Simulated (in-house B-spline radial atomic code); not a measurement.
# N⁶⁺: excited configurations

Wanted: excitation energies of N⁶⁺ as differences of total energies (ΔSCF).

The numbers are computed with in-house B-spline radial atomic code version 1 (non-relativistic M06-2X, spin-polarised, spherical density, exact exchange averaged over the configuration, point nucleus, basis-set limit), except any that are marked as measured or tabulated.

## (1) Starting point

```
element       : nitrogen (Z = 7)
charge        : +6
electrons     : 1
configuration : 1s1
Hamiltonian   : non-relativistic
nucleus       : point
```

Where spins are not typed, each open shell is filled with up spins first.

## (2) The reference configuration

Input settings:

```ini
Z = 7
electrons = 1.0
configuration = 1s1
hamiltonian = nr
method = m062x
spin_polarised = True
exact_exchange = averaged over the configuration
```

Command:

```
$ python run_scf.py task.json out
```

One command runs all members of the session, one after another, from task.json.

## (3) Run with 2p1

Changes to the settings of step 2:

```diff
@@ -2,3 +2,3 @@
 electrons = 1.0
-configuration = 1s1
+configuration = 2p1
 hamiltonian = nr
```

**Question.** How far above the reference does each configuration lie (order and size, in eV)?

**Answer**, as computed:

| net move | configuration | 2|M_S|+1 | energy above the reference (eV) | largest <r> (bohr) |
| --- | --- | --- | --- | --- |
| 1s → 2p | 2p1 | 2 | 498.03 | 0.711 |

The promotion costs 498.03 eV. These are spherical averages at the typed spins, not spectroscopic levels.

Members of this set that are not shown: 1 did not converge.
